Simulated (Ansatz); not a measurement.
# MgTe₂H₂ (SMILES [TeH][Mg][TeH]): one structure at several levels

One table from this session's results is given with a row withheld; the runs are named, their logs left out.

The runs use Ansatz 0.2.0, Gaussian basis; single points in def2-TZVPP.

Correlated methods freeze the cores. Filled d shells of the heavier atoms are correlated. Core potentials replace the inner electrons past krypton, and spin-orbit coupling is left out. The outer core shell of Li, Na, Mg and K is correlated.

**Starting geometry**

SMILES `[TeH][Mg][TeH]`, 5 atoms, charge 0, spin multiplicity 1.

Atoms are counted from 1 here; the program's logs count them from 0.

Bond lengths: Te1–Mg2 2.461 Å, Te1–H4 1.637 Å, Mg2–Te3 2.705 Å, Te3–H5 1.825 Å. Angles: Mg2–Te1–H4 81.0°, Te1–Mg2–Te3 148.6°, Mg2–Te3–H5 63.6°.

Geometry (Å):

```csv
atom,x (Å),y (Å),z (Å)
Te1,-2.4086,-0.2692,-0.1381
Mg2,-0.3173,0.4028,0.9717
Te3,2.3617,0.7491,0.8358
H4,-1.3417,-0.7795,-1.2705
H5,1.5519,0.0866,-0.6591
```

Set-up of the first run:

Input file run/in.yaml:

```yaml
crystal:
  periodic: [false, false, false]
  atoms:
    - {symbol: Te, position_ang: [-2.408600, -0.269200, -0.138100]}
    - {symbol: Mg, position_ang: [-0.317300, 0.402800, 0.971700]}
    - {symbol: Te, position_ang: [2.361700, 0.749100, 0.835800]}
    - {symbol: H, position_ang: [-1.341700, -0.779500, -1.270500]}
    - {symbol: H, position_ang: [1.551900, 0.086600, -0.659100]}
basis:
  gaussian: {orbitals: def2-TZVPP}
correlation: {method: ccsd_t}
output: {forces: true}
```

No record of the launch command was kept for these runs.

Among the steps run: CCSD(T)/def2-TZVPP; PBE0-D4/def2-TZVPP; wB97M-V/def2-TZVPP; r2SCAN-D4/def2-TZVPP; PBE-D4/def2-TZVPP; HSE06-D4/def2-TZVPP; LC-wPBE/def2-TZVPP.

One of the session's tables, all rows but one given; the rest of the session is left out.

| method | RMS force component (eV/Å) | angle to CCSD(T) forces (°) | dipole (D) |
| --- | --- | --- | --- |
| CCSD(T) | 0.986 | reference | 2.28 |
| PBE0-D4 | ? | ? | ? |
| wB97M-V | 0.982 | 3.8 | 2.32 |
| r2SCAN-D4 | 0.971 | 3.3 | 2.12 |
| PBE-D4 | 0.943 | 10.2 | 1.99 |
| HSE06-D4 | 0.976 | 3.2 | 2.12 |
| LC-wPBE | 1.024 | 7.0 | 2.32 |

**Question.** Estimate the row for PBE0-D4.

The run gave: RMS force component (eV/Å): 0.977; angle to CCSD(T) forces (°): 3.2; dipole (D): 2.13. In the column «RMS force component (eV/Å)» it lies between HSE06-D4 (0.976) and wB97M-V (0.982).
